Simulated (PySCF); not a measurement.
**A gas-phase reaction: AlH3 + H2S → AlH3S + H2**

Aim: the reaction energy of `[AlH3]` + `S` → `[AlH2][SH]` + `[H][H]`.

Programs: PySCF 2.14.0. All values are calculated, for the isolated system unless a continuum is named. Atoms count from 0, parts from 1.

## 1. The system as given

Each species was relaxed by itself at PBE0-D3(BJ)/def2-SVPD.

## 2. Energies of the species: wB97M-D3(BJ)/def2-TZVPD

What the job is given:

```
{"job": {"kind": "react", "xc": "wB97M-D3(BJ)", "basis": "def2-TZVPD"}, "charge": 0, "multiplicity": 1}
-1 AlH3 charge 0 multiplicity 1
Al     0.005670    -0.001260    -0.001900
H      1.288350    -0.736370    -0.585650
H      0.177150     1.249870     0.963340
H     -1.448490    -0.517770    -0.382750

-1 H2S charge 0 multiplicity 1
S     -0.009050     0.615420     0.004210
H     -0.980340    -0.322060    -0.007790
H      0.969420    -0.314640    -0.000880

+1 AlH3S charge 0 multiplicity 1
Al    -0.005070     0.146020    -0.643580
S      0.904220    -0.142550     1.333610
H      0.978730     0.567800    -1.806510
H     -1.563700    -0.074130    -0.804710
H     -0.257500    -0.475620     1.941650

+1 H2 charge 0 multiplicity 1
H      0.379940     0.013080     0.010270
H     -0.379940    -0.013080    -0.010270
```

Method: wB97M-D3(BJ)/def2-TZVPD reaction energy of separated species, gas phase.

Launch:

```
OMP_NUM_THREADS=1 python cluster_run.py task.json out
```

One launch serves the whole session: the jobs run in the order shown.

Output:

```text
species 1 (AlH3)
coarse grid: 13768 points
cycle   1  E = -244.2301389084  dE = -3.186e-01  |g| = 1.439e-01  |ddm| = 1.214e+00
cycle   2  E = -244.2376408701  dE = -7.502e-03  |g| = 5.496e-02  |ddm| = 1.629e-01
cycle   3  E = -244.2381213883  dE = -4.805e-04  |g| = 1.313e-02  |ddm| = 6.449e-02
cycle   4  E = -244.2381869883  dE = -6.560e-05  |g| = 2.179e-03  |ddm| = 2.251e-02
cycle   5  E = -244.2381907649  dE = -3.777e-06  |g| = 2.865e-04  |ddm| = 4.921e-03
final grid: 28008 points
cycle   6  E = -244.2382099280  dE = -6.846e-08  |g| = 1.460e-04  |ddm| = 4.965e-04
cycle   7  E = -244.2382099361  dE = -8.112e-09  |g| = 6.581e-05  |ddm| = 1.213e-04
cycle   8  E = -244.2382099370  dE = -9.580e-10  |g| = 1.567e-05  |ddm| = 4.113e-05
converged SCF energy = -244.2382099370

species 2 (H2S)
coarse grid: 11264 points
cycle   1  E = -399.4336013561  dE = -1.424e-01  |g| = 1.945e-01  |ddm| = 1.016e+00
cycle   2  E = -399.4459454216  dE = -1.234e-02  |g| = 1.106e-01  |ddm| = 2.399e-01
cycle   3  E = -399.4491447317  dE = -3.199e-03  |g| = 1.578e-02  |ddm| = 9.278e-02
cycle   4  E = -399.4492190733  dE = -7.434e-05  |g| = 4.851e-03  |ddm| = 1.790e-02
cycle   5  E = -399.4492313104  dE = -1.224e-05  |g| = 9.336e-04  |ddm| = 7.536e-03
cycle   6  E = -399.4492320416  dE = -7.312e-07  |g| = 1.776e-04  |ddm| = 2.124e-03
final grid: 22496 points
cycle   7  E = -399.4492196684  dE = -2.323e-08  |g| = 1.134e-04  |ddm| = 6.070e-04
cycle   8  E = -399.4492196714  dE = -2.973e-09  |g| = 6.804e-05  |ddm| = 1.499e-04
cycle   9  E = -399.4492196722  dE = -7.664e-10  |g| = 8.733e-06  |ddm| = 5.990e-05
converged SCF energy = -399.4492196722

species 3 (AlH3S)
coarse grid: 20088 points
cycle   1  E = -642.5280491602  dE = -1.681e-01  |g| = 2.593e-01  |ddm| = 1.539e+00
cycle   2  E = -642.5470956236  dE = -1.905e-02  |g| = 1.773e-01  |ddm| = 3.910e-01
cycle   3  E = -642.5548640195  dE = -7.768e-03  |g| = 2.245e-02  |ddm| = 1.789e-01
cycle   4  E = -642.5550746209  dE = -2.106e-04  |g| = 6.800e-03  |ddm| = 3.676e-02
cycle   5  E = -642.5551049107  dE = -3.029e-05  |g| = 1.531e-03  |ddm| = 1.341e-02
cycle   6  E = -642.5551066666  dE = -1.756e-06  |g| = 4.405e-04  |ddm| = 3.065e-03
final grid: 39752 points
cycle   7  E = -642.5551284152  dE = -1.514e-07  |g| = 2.608e-04  |ddm| = 1.274e-03
cycle   8  E = -642.5551284440  dE = -2.875e-08  |g| = 1.806e-04  |ddm| = 4.449e-04
cycle   9  E = -642.5551284519  dE = -7.928e-09  |g| = 3.734e-05  |ddm| = 1.800e-04
cycle  10  E = -642.5551284544  dE = -2.448e-09  |g| = 9.059e-06  |ddm| = 1.223e-04
cycle  11  E = -642.5551284544  dE = -5.741e-11  |g| = 2.308e-06  |ddm| = 1.565e-05
converged SCF energy = -642.5551284544

species 4 (H2)
coarse grid: 4944 points
cycle   1  E = -1.1694182087  dE = -2.751e-01  |g| = 9.864e-03  |ddm| = 4.504e-01
cycle   2  E = -1.1694524511  dE = -3.424e-05  |g| = 1.161e-03  |ddm| = 9.676e-03
cycle   3  E = -1.1694531333  dE = -6.822e-07  |g| = 1.815e-04  |ddm| = 1.918e-03
final grid: 10744 points
cycle   4  E = -1.1694519178  dE = -2.403e-08  |g| = 4.111e-05  |ddm| = 3.867e-04
cycle   5  E = -1.1694519191  dE = -1.268e-09  |g| = 9.620e-06  |ddm| = 9.167e-05
cycle   6  E = -1.1694519191  dE = -7.514e-11  |g| = 3.020e-07  |ddm| = 2.870e-05
converged SCF energy = -1.1694519191

Reaction energy = -23.710 kcal/mol
```

Run time: 7.9 s. Hardware: 1 thread of Arm Neoverse N1, shared host; peak memory 0.42 GiB.

Species by species (with the dispersion term, which the log's SCF energies lack):

```tsv
ν	species	energy (Eh)	HOMO (eV)
-1	[AlH3]	-244.23970	-10.90
-1	S	-399.45056	-9.89
+1	[AlH2][SH]	-642.55838	-10.09
+1	[H][H]	-1.16967	-14.48
```

## 3. Reaction energy: PBE0-D3(BJ)/def2-TZVPD

The job, as its differences from that of step 2:

```diff
@@ -1,2 +1,2 @@
-{"job": {"kind": "react", "xc": "wB97M-D3(BJ)", "basis": "def2-TZVPD"}, "charge": 0, "multiplicity": 1}
+{"job": {"kind": "react", "xc": "PBE0", "basis": "def2-TZVPD", "disp": "d3bj"}, "charge": 0, "multiplicity": 1}
 -1 AlH3 charge 0 multiplicity 1
```

Method: PBE0-D3(BJ)/def2-TZVPD reaction energy of separated species, gas phase.

Output:

```text
species 1 (AlH3)
coarse grid: 3488 points
cycle   1  E = -244.0732025101  dE = -2.687e-01  |g| = 1.445e-01  |ddm| = 1.263e+00
cycle   2  E = -244.0784181024  dE = -5.216e-03  |g| = 6.651e-02  |ddm| = 1.915e-01
cycle   3  E = -244.0791354156  dE = -7.173e-04  |g| = 1.042e-02  |ddm| = 7.824e-02
cycle   4  E = -244.0791458982  dE = -1.048e-05  |g| = 1.141e-03  |ddm| = 4.647e-03
cycle   5  E = -244.0791463686  dE = -4.704e-07  |g| = 1.304e-04  |ddm| = 1.822e-03
final grid: 28008 points
cycle   6  E = -244.0789166493  dE = -1.058e-06  |g| = 2.792e-04  |ddm| = 6.290e-03
cycle   7  E = -244.0789166627  dE = -1.334e-08  |g| = 9.636e-05  |ddm| = 3.372e-04
cycle   8  E = -244.0789166640  dE = -1.309e-09  |g| = 3.412e-06  |ddm| = 1.032e-04
cycle   9  E = -244.0789166640  dE = -4.604e-12  |g| = 9.641e-07  |ddm| = 8.257e-06
converged SCF energy = -244.0789166640

species 2 (H2S)
coarse grid: 2864 points
cycle   1  E = -399.2518633510  dE = -9.250e-02  |g| = 1.630e-01  |ddm| = 1.023e+00
cycle   2  E = -399.2538576291  dE = -1.994e-03  |g| = 1.600e-01  |ddm| = 2.978e-01
cycle   3  E = -399.2614718221  dE = -7.614e-03  |g| = 1.497e-02  |ddm| = 1.477e-01
cycle   4  E = -399.2614864339  dE = -1.461e-05  |g| = 1.103e-03  |ddm| = 5.881e-03
cycle   5  E = -399.2614868142  dE = -3.804e-07  |g| = 6.136e-04  |ddm| = 1.717e-03
final grid: 22496 points
cycle   6  E = -399.2625175233  dE = -7.085e-06  |g| = 4.896e-03  |ddm| = 1.692e-02
cycle   7  E = -399.2625181560  dE = -6.327e-07  |g| = 3.960e-03  |ddm| = 6.698e-03
cycle   8  E = -399.2625210883  dE = -2.932e-06  |g| = 2.911e-04  |ddm| = 3.504e-03
cycle   9  E = -399.2625211161  dE = -2.777e-08  |g| = 3.582e-05  |ddm| = 2.357e-04
cycle  10  E = -399.2625211164  dE = -3.622e-10  |g| = 6.382e-06  |ddm| = 2.919e-05
converged SCF energy = -399.2625211164

species 3 (AlH3S)
coarse grid: 5112 points
cycle   1  E = -642.1925140517  dE = -1.261e-01  |g| = 2.401e-01  |ddm| = 1.601e+00
cycle   2  E = -642.1907005345  dE =  1.814e-03  |g| = 2.653e-01  |ddm| = 4.901e-01
cycle   3  E = -642.2112116558  dE = -2.051e-02  |g| = 2.941e-02  |ddm| = 2.788e-01
cycle   4  E = -642.2113879658  dE = -1.763e-04  |g| = 6.172e-03  |ddm| = 2.504e-02
cycle   5  E = -642.2113971494  dE = -9.184e-06  |g| = 2.255e-03  |ddm| = 6.812e-03
final grid: 39752 points
cycle   6  E = -642.2123549941  dE = -8.336e-06  |g| = 4.889e-03  |ddm| = 2.058e-02
cycle   7  E = -642.2123548117  dE =  1.824e-07  |g| = 4.315e-03  |ddm| = 7.103e-03
cycle   8  E = -642.2123590350  dE = -4.223e-06  |g| = 4.395e-04  |ddm| = 4.002e-03
cycle   9  E = -642.2123591001  dE = -6.507e-08  |g| = 9.419e-05  |ddm| = 4.368e-04
cycle  10  E = -642.2123591027  dE = -2.578e-09  |g| = 1.413e-05  |ddm| = 8.866e-05
cycle  11  E = -642.2123591027  dE = -5.969e-11  |g| = 6.703e-06  |ddm| = 1.559e-05
converged SCF energy = -642.2123591027

species 4 (H2)
coarse grid: 1240 points
cycle   1  E = -1.1670627417  dE = -2.327e-01  |g| = 2.266e-02  |ddm| = 4.588e-01
cycle   2  E = -1.1672501799  dE = -1.874e-04  |g| = 3.233e-03  |ddm| = 1.896e-02
cycle   3  E = -1.1672546358  dE = -4.456e-06  |g| = 9.769e-05  |ddm| = 2.761e-03
final grid: 10744 points
cycle   4  E = -1.1681370430  dE = -1.924e-06  |g| = 2.735e-04  |ddm| = 1.566e-03
cycle   5  E = -1.1681370712  dE = -2.821e-08  |g| = 3.985e-05  |ddm| = 2.445e-04
cycle   6  E = -1.1681370718  dE = -6.302e-10  |g| = 1.254e-06  |ddm| = 3.098e-05
converged SCF energy = -1.1681370718

Reaction energy = -25.124 kcal/mol
```

Wall time 3.9 s (1 thread of Arm Neoverse N1, shared host); peak memory 0.42 GiB.

Reaction energy at this level: -25.12 kcal/mol.

## 4. Energies of the species: MP2/def2-TZVPD

The job, as its differences from that of step 3:

```diff
@@ -1,2 +1,2 @@
-{"job": {"kind": "react", "xc": "PBE0", "basis": "def2-TZVPD", "disp": "d3bj"}, "charge": 0, "multiplicity": 1}
+{"job": {"kind": "react", "xc": "MP2", "basis": "def2-TZVPD"}, "charge": 0, "multiplicity": 1}
 -1 AlH3 charge 0 multiplicity 1
```

Method: MP2/def2-TZVPD reaction energy of separated species, gas phase.

Output:

```text
species 1 (AlH3)
final grid: 28008 points
cycle   1  E = -243.6256336450  dE = -3.929e-01  |g| = 1.700e-01  |ddm| = 1.185e+00
cycle   2  E = -243.6403163532  dE = -1.468e-02  |g| = 4.587e-02  |ddm| = 2.256e-01
cycle   3  E = -243.6414091571  dE = -1.093e-03  |g| = 1.268e-02  |ddm| = 1.203e-01
cycle   4  E = -243.6414584256  dE = -4.927e-05  |g| = 1.261e-03  |ddm| = 2.522e-02
cycle   5  E = -243.6414595744  dE = -1.149e-06  |g| = 1.120e-04  |ddm| = 4.843e-03
cycle   6  E = -243.6414595800  dE = -5.643e-09  |g| = 9.419e-06  |ddm| = 2.406e-04
cycle   7  E = -243.6414595801  dE = -4.792e-11  |g| = 6.966e-07  |ddm| = 4.291e-05
converged SCF energy = -243.6414595801

species 2 (H2S)
final grid: 22496 points
cycle   1  E = -398.6881061484  dE = -1.695e-01  |g| = 2.014e-01  |ddm| = 9.977e-01
cycle   2  E = -398.7050962543  dE = -1.699e-02  |g| = 7.023e-02  |ddm| = 1.849e-01
cycle   3  E = -398.7068538061  dE = -1.758e-03  |g| = 2.154e-02  |ddm| = 5.634e-02
cycle   4  E = -398.7071966084  dE = -3.428e-04  |g| = 6.311e-03  |ddm| = 2.471e-02
cycle   5  E = -398.7072260220  dE = -2.941e-05  |g| = 1.395e-03  |ddm| = 9.170e-03
cycle   6  E = -398.7072275035  dE = -1.482e-06  |g| = 3.129e-04  |ddm| = 2.398e-03
cycle   7  E = -398.7072275892  dE = -8.569e-08  |g| = 5.003e-05  |ddm| = 6.832e-04
cycle   8  E = -398.7072275915  dE = -2.250e-09  |g| = 1.186e-05  |ddm| = 9.128e-05
cycle   9  E = -398.7072275916  dE = -1.230e-10  |g| = 1.950e-06  |ddm| = 2.073e-05
converged SCF energy = -398.7072275916

species 3 (AlH3S)
final grid: 39752 points
cycle   1  E = -641.2147353908  dE = -2.203e-01  |g| = 2.620e-01  |ddm| = 1.504e+00
cycle   2  E = -641.2446755957  dE = -2.994e-02  |g| = 1.014e-01  |ddm| = 3.330e-01
cycle   3  E = -641.2481117184  dE = -3.436e-03  |g| = 2.950e-02  |ddm| = 1.343e-01
cycle   4  E = -641.2486337295  dE = -5.220e-04  |g| = 6.918e-03  |ddm| = 5.326e-02
cycle   5  E = -641.2486681124  dE = -3.438e-05  |g| = 1.985e-03  |ddm| = 1.101e-02
cycle   6  E = -641.2486718845  dE = -3.772e-06  |g| = 5.546e-04  |ddm| = 3.451e-03
cycle   7  E = -641.2486721631  dE = -2.785e-07  |g| = 7.211e-05  |ddm| = 1.303e-03
cycle   8  E = -641.2486721665  dE = -3.412e-09  |g| = 1.646e-05  |ddm| = 1.243e-04
cycle   9  E = -641.2486721667  dE = -2.103e-10  |g| = 3.509e-06  |ddm| = 3.015e-05
converged SCF energy = -641.2486721667

species 4 (H2)
final grid: 10744 points
cycle   1  E = -1.1312979200  dE = -3.213e-01  |g| = 4.426e-02  |ddm| = 4.479e-01
cycle   2  E = -1.1322327053  dE = -9.348e-04  |g| = 7.183e-03  |ddm| = 3.751e-02
cycle   3  E = -1.1322674054  dE = -3.470e-05  |g| = 8.111e-04  |ddm| = 1.078e-02
cycle   4  E = -1.1322678204  dE = -4.150e-07  |g| = 2.771e-05  |ddm| = 1.627e-03
cycle   5  E = -1.1322678209  dE = -4.855e-10  |g| = 2.610e-06  |ddm| = 6.834e-05
converged SCF energy = -1.1322678209

Reaction energy = -27.403 kcal/mol
```

Wall time 1.8 s (1 thread of Arm Neoverse N1, shared host); peak memory 0.44 GiB.

Reaction energy at this level: -27.40 kcal/mol.

## 5. Side by side

Energies in kcal/mol, with wall time:

```tsv
run	reaction	time
wB97M-D3(BJ)/def2-TZVPD	-23.71	7.9 s
PBE0-D3(BJ)/def2-TZVPD	-25.12	3.9 s
MP2/def2-TZVPD	-27.40	1.8 s
```

## 6. What came out

| quantity | value |
| --- | --- |
| reaction energy (wB97M-D3(BJ)/def2-TZVPD) | -23.71 kcal/mol |
| ΔH, ΔG at 298 K (xTB thermal terms) | -24.6, -24.5 kcal/mol |
| range of the reaction energy over the runs of this table | -27.40 to -23.71 kcal/mol |

What this shows: The reaction is exothermic by 24.6 kcal/mol in the gas phase; dispersion gives -0.40, and xTB itself gave -6.93 for the electronic energy (xTB energies and thermal terms come from the earlier relaxation of each species, not shown). No barrier was sought. xTB and this level differ widely in the electronic energy, so what comes from xTB (the thermal terms above all) is less safe here. The reaction energy runs from -27.40 (MP2/def2-TZVPD) to -23.71 kcal/mol (wB97M-D3(BJ)/def2-TZVPD).
